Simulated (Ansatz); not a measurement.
A run of Ansatz 0.2.0 is set up as follows.

The input input.yaml:

```yaml
crystal:
  lattice:
    - [2.77046, 0.0, 0.0]
    - [-1.38523, 2.39928, 0.0]
    - [0.0, 0.0, 21.88122]
  atoms:
    - { symbol: Ni, position: [0.33333, 0.66667, 0.04433], spin: 1.0 }
    - { symbol: Ni, position: [0.66667, 0.33333, 0.95562], spin: 1.0 }
    - { symbol: Mo, position: [0.66667, 0.33333, 0.3427], spin: 1.0 }
    - { symbol: Mo, position: [0.66667, 0.33333, 0.7632], spin: 1.0 }
    - { symbol: Pd, position: [0.33333, 0.66667, 0.44768] }
    - { symbol: Pd, position: [0.33333, 0.66667, 0.65723] }
    - { symbol: Ir, position: [0.33333, 0.66667, 0.23988], spin: 0.6 }
    - { symbol: Ir, position: [0.33333, 0.66667, 0.8605], spin: 0.6 }
    - { symbol: W, position: [0.66667, 0.33333, 0.13646] }
    - { symbol: W, position: [0.66667, 0.33333, 0.5524] }
hamiltonian:
  xc: pbe
  pseudopotentials: { kind: paw }
  dispersion: d3bjatm
magnetization:
  spin_polarized: true
kpoints:
  mp_grid: { grid: [8, 8, 1] }
scf:
  occupations: { method: fermi_dirac, width: 0.05 }
output:
  forces: true
  stress: true
  eigenvalues: true
relax:
  f_tol: 0.01
  max_steps: 40
  cell: { stress_tol: 0.05 }
```

Potentials or basis: Ansatz PAW.

Launch:

```console
$ ansatz run input.yaml --threads 8 --pin off --max-ram 20480MiB --backend cpu --events-out ev --progress --plain --runs-dir out
```

**Question.** What does it give for the relaxed cell?

**Answer.** a = 2.749 Å, b = 2.749 Å, c = 21.762 Å, α = 90.00°, β = 90.00°, γ = 120.00°.

**Question.** Estimate the relaxed volume.

**Answer.** 14.24 Å³/atom.

Step by step:
```
step  energy change (eV)  largest force (eV/Å)  volume (Å³)
   1              0.0000                0.1726       145.45
   2             -0.0545                0.0459       142.73
   3             -0.0552                0.0349       142.48
   4             -0.0554                0.0217       142.43
   5             -0.0554                0.0013       142.44
   6             -0.0542                0.0013       142.44
```

Caveat: the plane-wave basis is chosen anew once the cell has moved, so the energies of steps on either side of that aren't comparable; pairwise dispersion overbinds metals, which lowers pressure and volume; the starting moments weren't kept. The run has no spin-orbit coupling, so splittings on Ir, W are missing.
